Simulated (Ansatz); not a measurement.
# InPH6 (SMILES [PH3+][InH3-]) at revPBE/def2-SVP (core potential)

Aim: the vertical ionisation energy of InPH6 at revPBE/def2-SVP (core potential), from 2 runs. 

Program for the calculation: Ansatz 0.2.0.

50 further runs of the same task are left out: 3 that didn't finish, 47 set aside as unsound or not needed.

### 1 The structure to begin with

The species is InPH6 (8 atoms), meant as a singlet with charge 0. As SMILES, `[PH3+][InH3-]`. The coordinates come from a PBE0-D4/def2-TZVP relaxation.

Bond lengths: P1–In2 2.782 Å, P1–H3 1.411 Å, P1–H4 1.411 Å, P1–H5 1.411 Å, In2–H6 1.731 Å, In2–H7 1.731 Å, In2–H8 1.731 Å. Some angles: P1–In2–H6 95.3°, P1–In2–H7 95.1°, P1–In2–H8 95.2°, In2–P1–H3 119.8°, In2–P1–H4 119.6°, In2–P1–H5 119.7°, H6–In2–H7 119.2°, H6–In2–H8 119.2°, H7–In2–H8 119.2°, H3–P1–H4 97.6°.

### 2 The energy at revPBE/def2-SVP (core potential)

run.yaml

```yaml
crystal:
  periodic: [false, false, false]
  atoms:
    - {symbol: P, position_ang: [-0.593300, 0.062600, -1.026600]}
    - {symbol: In, position_ang: [0.822000, -0.099900, 1.362800]}
    - {symbol: H, position_ang: [-1.997500, -0.077200, -1.021800]}
    - {symbol: H, position_ang: [-0.318900, -0.855700, -2.062100]}
    - {symbol: H, position_ang: [-0.526800, 1.240500, -1.800800]}
    - {symbol: H, position_ang: [0.023300, 1.240800, 2.111900]}
    - {symbol: H, position_ang: [2.376100, 0.140700, 0.638900]}
    - {symbol: H, position_ang: [0.307400, -1.708800, 1.741800]}
basis:
  gaussian: {orbitals: def2-SVP}
hamiltonian: {xc: {name: revPBE}}
accuracy: high
output: {orbitals: {seedname: orbitals}}
```

On the command line:

```sh
$ ansatz run run.yaml --threads 1 --pin off --max-ram 3480MiB --events-out events.jsonl --progress --plain --runs-dir runs
```

Output:

```text
Warning: RAYON_NUM_THREADS=1 ignored (pool sized by the plan → 1); use --threads N
Functional definition: revPBE
  name "revPBE"
  parameter kappa = 1.245
  parameter beta = 0.06672455060314922
  exchange = pbe_x(kappa = kappa, mu = beta*pi^2/3)
  correlation = pbe_c(beta = beta)
1767 factors; integrals over basis functions are off by at most 4.0e-9 eV
mean field evaluation 1: about -14554.2989 eV, gradient 1.8e1 eV
mean field evaluation 2: about -14554.9925 eV, gradient 1.3e1 eV
mean field evaluation 4: about -14555.6070 eV, gradient 4.0e-1 eV
mean field evaluation 8: about -14555.6025 eV, gradient 4.0e-2 eV
mean field evaluation 16: about -14555.6025 eV, gradient 3.7e-6 eV
mean field -14555.60250524 eV, -534.9085259259 hartree, gradient 2.9e-8 eV, S^2 0.000000; 0 other end points of the search recorded, 0 dependent functions left out
reference -14555.60251072 eV, -534.9085261274 hartree; 21, 21 occupied and 53, 53 virtual orbitals, 1767 factors
Total energy: -14555.60251072 eV, -534.9085261274 hartree
```

Run time: 4.5 s. Hardware: 1 thread of Intel Xeon Platinum 8488C (Sapphire Rapids), shared host; peak memory 0.22 GiB.

### 3 The doublet cation at the same level

molecule.yaml

```yaml
basis:
  gaussian:
    orbitals: def2-SVP
crystal:
  periodic: [false, false, false]
  atoms:
    - symbol: P
      position_ang: [-0.593300, 0.062600, -1.026600]
    - symbol: In
      position_ang: [0.822000, -0.099900, 1.362800]
    - symbol: H
      position_ang: [-1.997500, -0.077200, -1.021800]
    - symbol: H
      position_ang: [-0.318900, -0.855700, -2.062100]
    - symbol: H
      position_ang: [-0.526800, 1.240500, -1.800800]
    - symbol: H
      position_ang: [0.023300, 1.240800, 2.111900]
    - symbol: H
      position_ang: [2.376100, 0.140700, 0.638900]
    - symbol: H
      position_ang: [0.307400, -1.708800, 1.741800]
total_charge: 1
magnetization:
  spin_polarized: true
  initial_magnetization: 1
hamiltonian:
  xc: {name: revPBE}
accuracy: high
output:
  orbitals: {seedname: orbitals}
```

On the command line:

```sh
$ ansatz run molecule.yaml --threads 1 --pin off --max-ram 3480MiB --events-out events.jsonl --progress --plain --runs-dir runs
```

Output:

```text
Warning: RAYON_NUM_THREADS=1 ignored (pool sized by the plan → 1); use --threads N
Functional definition: revPBE
  name "revPBE"
  parameter kappa = 1.245
  parameter beta = 0.06672455060314922
  exchange = pbe_x(kappa = kappa, mu = beta*pi^2/3)
  correlation = pbe_c(beta = beta)
1767 factors; integrals over basis functions are off by at most 4.0e-9 eV
mean field evaluation 1: about -14543.9120 eV, gradient 1.7e1 eV
mean field evaluation 2: about -14538.6682 eV, gradient 2.7e1 eV
mean field evaluation 4: about -14545.2373 eV, gradient 8.9e0 eV
mean field evaluation 8: about -14545.9157 eV, gradient 4.7e0 eV
mean field evaluation 16: about -14546.2164 eV, gradient 5.8e-4 eV
mean field evaluation 32: about -14546.2154 eV, gradient 7.6e-2 eV
mean field evaluation 64: about -14545.5788 eV, gradient 2.2e0 eV
mean field -14546.21644024 eV, -534.5635943992 hartree, gradient 1.3e-8 eV, S^2 0.757522; 6 other end points of the search recorded, 0 dependent functions left out
reference -14546.21644609 eV, -534.5635946143 hartree; 21, 20 occupied and 53, 54 virtual orbitals, 1767 factors
Total energy: -14546.21644609 eV, -534.5635946143 hartree
```

Wall time 23 s (1 thread of Intel Xeon Platinum 8488C (Sapphire Rapids), shared host); peak memory 0.28 GiB.

### 4 What came out

At revPBE/def2-SVP (core potential):

```
                                          quantity          value
                       singlet InPH6: total energy  -534.90853 Eh
                        singlet InPH6: HOMO energy       -6.30 eV
                        singlet InPH6: LUMO energy       -0.90 eV
                      singlet InPH6: HOMO–LUMO gap        5.39 eV
                      doublet cation: total energy  -534.56359 Eh
doublet cation: HOMO energy (highest over α and β)      -12.24 eV
                              doublet cation: ⟨S²⟩          0.758
vertical ionisation energy (to the doublet cation)       9.386 eV
```

**Reading.** Removing an electron at fixed nuclei costs 9.39 eV (906 kJ/mol). −ε(HOMO) before ionisation, 6.30 eV, is 3.09 eV below this ionisation energy.
